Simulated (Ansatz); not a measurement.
**C₃H₁₀HfOS₃: how energies converge with the basis set**

How large a basis does C₃H₁₀HfOS₃ need? Two functionals are run in growing sets.

Program: Ansatz 0.2.0, Gaussian basis. Level of theory: one geometry, several basis sets. These are calculated values, not measurements.

The runs, in order: PBE0-D4/def2-SVP; ωB97M-V/def2-SVP; PBE0-D4/def2-QZVPP; ωB97M-V/def2-QZVPP; the functionals' def2-TZVPP values are taken from earlier runs.

### Step 1. The geometry

The geometry comes from an earlier relaxation with PBE0-D4 in a triple-zeta def2 set; it is a stationary point, not always the lowest conformer. Hf takes the def2 core potential; no spin-orbit term is included.

SMILES `C[S][Hf]([OH])([S]C)[S]C`, 18 atoms, charge 0, spin multiplicity 1.

Atoms are counted from 1 here; the program's logs count them from 0.

Bond lengths: C1–S2 1.828 Å, C1–H9 1.093 Å, C1–H10 1.089 Å, C1–H11 1.089 Å, S2–Hf3 2.423 Å, Hf3–O4 1.913 Å, Hf3–S5 2.422 Å, Hf3–S7 2.422 Å, O4–H12 0.951 Å, S5–C6 1.828 Å, C6–H13 1.089 Å, C6–H14 1.089 Å, C6–H15 1.094 Å, S7–C8 1.828 Å, C8–H16 1.094 Å, C8–H17 1.089 Å, C8–H18 1.089 Å. Angles: S2–C1–H9 113.1°, S2–C1–H10 108.1°, S2–C1–H11 109.4°, H9–C1–H10 107.8°, H9–C1–H11 108.7°, H10–C1–H11 109.7°, C1–S2–Hf3 95.6°, S2–Hf3–O4 110.6°, S2–Hf3–S5 108.2°, S2–Hf3–S7 108.1°, O4–Hf3–S5 110.9°, O4–Hf3–S7 110.9°, S5–Hf3–S7 108.0°, Hf3–O4–H12 177.2°, Hf3–S5–C6 95.1°, S5–C6–H13 108.1°, S5–C6–H14 109.4°, S5–C6–H15 113.1° and more.

### Step 2. PBE0-D4 in def2-SVP

File in.yaml:

```yaml
crystal:
  periodic: [false, false, false]
  atoms:
    - {symbol: C, position_ang: [2.372977, -1.170164, -1.743349]}
    - {symbol: S, position_ang: [2.281678, -1.191113, 0.082276]}
    - {symbol: Hf, position_ang: [0.258610, 0.133616, 0.232814]}
    - {symbol: O, position_ang: [-1.064343, -0.515325, -0.987102]}
    - {symbol: S, position_ang: [0.826644, 2.437679, -0.252959]}
    - {symbol: C, position_ang: [-0.904769, 3.014100, -0.360753]}
    - {symbol: S, position_ang: [-0.542393, 0.026596, 2.516412]}
    - {symbol: C, position_ang: [-1.139555, -1.697429, 2.401943]}
    - {symbol: H, position_ang: [1.676029, -0.461822, -2.199179]}
    - {symbol: H, position_ang: [3.381661, -0.874220, -2.028562]}
    - {symbol: H, position_ang: [2.160263, -2.166578, -2.127777]}
    - {symbol: H, position_ang: [-1.752346, -0.809042, -1.574351]}
    - {symbol: H, position_ang: [-1.011267, 3.889727, 0.278280]}
    - {symbol: H, position_ang: [-1.134272, 3.281151, -1.391342]}
    - {symbol: H, position_ang: [-1.627748, 2.266153, -0.022841]}
    - {symbol: H, position_ang: [-0.830010, -2.198722, 1.480596]}
    - {symbol: H, position_ang: [-0.723968, -2.256690, 3.239141]}
    - {symbol: H, position_ang: [-2.227202, -1.707886, 2.456763]}
basis:
  gaussian: {orbitals: def2-SVP}
hamiltonian: {xc: pbe0, dispersion: d4}
output: {orbitals: {seedname: orbitals}}
```

Started as:

```console
> ansatz run in.yaml --threads 4 --pin off --events-out ev --progress --plain --max-ram 46080MiB --backend cpu
```

After this run come: ωB97M-V in def2-SVP; PBE0-D4 in def2-QZVPP; ωB97M-V in def2-QZVPP.

Q: Predict the results of all the runs planned. Wanted: PBE0-D4: double and triple zeta above quadruple; ωB97M-V: double and triple zeta above quadruple.

As calculated:

| quantity | value |
| --- | --- |
| PBE0-D4: double and triple zeta above quadruple | 19.10, 1.30 eV |
| ωB97M-V: double and triple zeta above quadruple | 19.28, 1.24 eV |

PBE0-D4 gains 17.80 eV from double to triple zeta, then 1.30 eV more. These are total energies; as a rule much of such shifts cancels in differences, which this series doesn't test.
